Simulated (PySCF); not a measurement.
# A diatomic session: BiS−

The task here is to estimate one member of a computed series from the others.

Computed with PySCF 2.14.0. Level: Bi def2-SVPD with ECP60, S def2-SVPD, scalar-relativistic core potentials.

The first run:

Settings of the job:

| Property | Result |
| --- | --- |
| atoms | Bi, S |
| charge | -1 |
| basis | Bi def2-SVPD with ECP60, S def2-SVPD |
| Hamiltonian | scalar-relativistic core potentials |
| basis functions | 59 |
| electrons treated | 40 |
| masses in u | 208.9804, 31.9721 |
| levels | PBE0, PBE, r²SCAN, MN15, PW91, M06-2X, HF, MP2, SCS-MP2, CCSD, CCSD(T) |
| grid | 80 radial by 434 angular points |
| occupations | held fixed by the projection of orbital angular momentum |
| dissociation limit | Bi + S−, each in its ground configuration |
| starting distance in angstrom | 2.545 |
| values of 2S to try | 0, 2, 4 |

On the command line:

```
$ OMP_NUM_THREADS=1 python dia.py task.json out
```

Among the steps run: Set-up; First curve: PBE0; Excited determinants; PBE; r²SCAN (meta-GGA); MN15 (hybrid meta-GGA); PW91 (GGA); M06-2X (hybrid meta-GGA); UHF; Adding correlation.

One of the session's tables, all rows but one given; the rest of the session is left out.

| level | Re (Å) | ωe (cm⁻¹) | De (eV) |
| --- | --- | --- | --- |
| UHF | ? | ? | ? |
| UHF-CCSD | 2.470 | 351 | 2.16 |
| UHF-CCSD(T) | 2.482 | 348 | 2.34 |
| PBE | 2.470 | 350 | 3.10 |
| PW91 | 2.469 | 350 | 3.11 |
| r²SCAN | 2.449 | 364 | 2.86 |
| PBE0 | 2.437 | 373 | 2.81 |
| MN15 | 2.430 | 373 | 2.80 |
| M06-2X | 2.449 | 364 | 2.40 |

Q: Estimate the row for UHF from the others.

As computed: Re (Å): 2.443; ωe (cm⁻¹): 366; De (eV): 1.03. In the column «Re (Å)» it lies between PBE0 (2.437) and r²SCAN (2.449).

De is counted to Bi + S− in their ground configurations.
